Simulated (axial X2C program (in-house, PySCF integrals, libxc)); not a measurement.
# Linear HCuF at several levels

The task here is to estimate one member of a computed series from the others.

Program: an in-house X2C program for linear molecules on PySCF integrals. Level of theory: all-electron X2C, two-component (2c) or spin-free, H dyall-v3z, Cu dyall-v3z, F dyall-av3z. These are calculated values, not measurements.

All values are calculated.

2 further runs of the same task are left out: 2 set aside as unsound or not needed.

The first run:

The input, task.json:

```json
{
 "zs": [
  1,
  29,
  9
 ],
 "q": 0,
 "bas": [
  "dyall-v3z",
  "dyall-v3z",
  "dyall-av3z"
 ],
 "r0": [
  1.44,
  1.76
 ],
 "symm": 0,
 "scan": [
  "PBE0",
  "HF",
  "TPSSh"
 ],
 "levels": [
  "PBE0",
  "HF",
  "PBE"
 ],
 "nst": 2
}
```

Keys: zs atomic numbers; q charge; bas basis sets; r0 starting distance in Å; symm equal bonds; scan levels of the two-bond scan (MP2 follows by itself at each HF point); levels methods; nst determinants followed.

Run with:

```bash
> python solin.py task.json out
```

Masses H 1.008, Cu 62.930, F 18.998 u.

Steps of the session up to this table: Scan at PBE0, 2c; Scan at HF, 2c; Scan at TPSSh, 2c.

One table of the session follows, with a row left open; its other results are not shown here.

| level | r(H–Cu) (Å) | r(Cu–F) (Å) | lower stretch (cm⁻¹) | upper stretch (cm⁻¹) |
| --- | --- | --- | --- | --- |
| PBE0, 2c | ? | ? | ? | ? |
| HF, 2c | 1.557 | 1.746 | 697.1 | 1921.1 |
| TPSSh, 2c | 1.474 | 1.748 | 656.8 | 2056.2 |
| MP2, 2c | 1.476 | 1.732 | 680.3 | 2073.1 |
| PBE0, spin-free | 1.476 | 1.743 | 662.0 | 2040.4 |
| HF, spin-free | 1.556 | 1.745 | 697.9 | 1924.0 |
| TPSSh, spin-free | 1.473 | 1.748 | 657.0 | 2057.5 |
| MP2, spin-free | 1.474 | 1.732 | 680.2 | 2075.7 |

**Question.** Estimate the row for PBE0, 2c.

**Answer.** r(H–Cu) (Å): 1.477; r(Cu–F) (Å): 1.743; lower stretch (cm⁻¹): 661.9; upper stretch (cm⁻¹): 2038.9. In the column «r(H–Cu) (Å)» it lies between PBE0, spin-free (1.476) and HF, spin-free (1.556).

Scans not shown above were run alike.

MP2 freezes inner shells (threshold -2 hartree). The molecule was held linear; bending was not examined, so a bent shape may lie lower.
